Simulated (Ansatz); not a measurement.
Run this with Ansatz 0.2.0 through its Python package and show what comes out.

The script, `edit_tlbi2.py`:
```python
import ansatz as az
from pymatgen.core import Lattice, Structure
from pymatgen.io.ase import AseAtomsAdaptor
from tabulate import tabulate

KGRID = (3, 3, 4)
FUNCTIONAL = "r2SCAN"
VDW = "d3bjatm"
SMEARING = "Marzari-Vanderbilt"
WIDTH_EV = 0.01

pmg_structure = Structure(
    Lattice([(5.708665, 0.0, 0.0), (-2.854332, 4.943848, 0.0), (0.0, 0.0, 3.393756)]),
    ["Tl", "Bi", "Bi"],
    [
        (0.0, 0.0, 0.0),
        (2 / 3, 1 / 3, 0.5),
        (1 / 3, 2 / 3, 0.5),
    ],
)
crystal = az.Crystal.from_ase(AseAtomsAdaptor.get_atoms(pmg_structure))

base = crystal.calculation()
base = base.kpoints(*KGRID).functional(FUNCTIONAL, dispersion=VDW)
base = base.basis(24 * az.Ha).pseudopotentials("paw")
base = base.occupations(SMEARING, width=WIDTH_EV)
base = base.band_table()
typed = base.input()
rows = []
for value in [2, 5, 10]:
    edited = typed.set(az.key.scf.mixing.ndim, value)
    r = az.Session.from_dict(edited).plan().execute().report
    rows.append((value, r["free_energy_ev"], r["n_iterations"], len(r["eigenvalues_ev"][0]) if "eigenvalues_ev" in r else 0))
print(tabulate(rows, headers=["history", "F eV", "iterations", "bands listed"], floatfmt=".4f", tablefmt="simple"))
print(edited.to_yaml())
```

```console
$ python edit_tlbi2.py
  history         F eV    iterations    bands listed
---------  -----------  ------------  --------------
        2  -36281.2077             6              26
        5  -36281.2077             6              26
       10  -36281.2077             6              26
crystal:
  lattice:
    - [5.708665, 0.0, 0.0]
    - [-2.854332, 4.943848, 0.0]
    - [0.0, 0.0, 3.393756]
  atoms:
    - { symbol: Tl, position: [0.0, 0.0, 0.0] }
    - { symbol: Bi, position: [0.6666666666666666, 0.3333333333333333, 0.5] }
    - { symbol: Bi, position: [0.3333333333333333, 0.6666666666666666, 0.5] }
basis:
  ecutwfc: 653.073269903712
kpoints:
  mp_grid:
    grid: [3, 3, 4]
hamiltonian:
  xc: r2scan
  dispersion: d3bjatm
  pseudopotentials:
    kind: paw
scf:
  occupations:
    method: cold
    width: 0.01
  mixing:
    ndim: 10
output:
  eigenvalues: true
```

What to keep in mind:
- The settings weren't tested for convergence.
- Dispersion corrections can be off by several per cent in the lattices of metals, and by several GPa in the pressure at a fixed cell.
- The mesh is modest for a metal, so energies can be off by several to tens of meV an atom and pressures by half a GPa or more; differences at equal mesh fare better.
- Spin-orbit coupling, which matters for elements this heavy, is left out.
- This cell is a computed structure, which may not be the phase found in nature.
- Run time: 11 s on 1 thread of AMD EPYC 7B13 (Zen 3) (shared host), peak memory 0.75 GiB.

(Lines on the test bed's own set-up are left out of the output.)
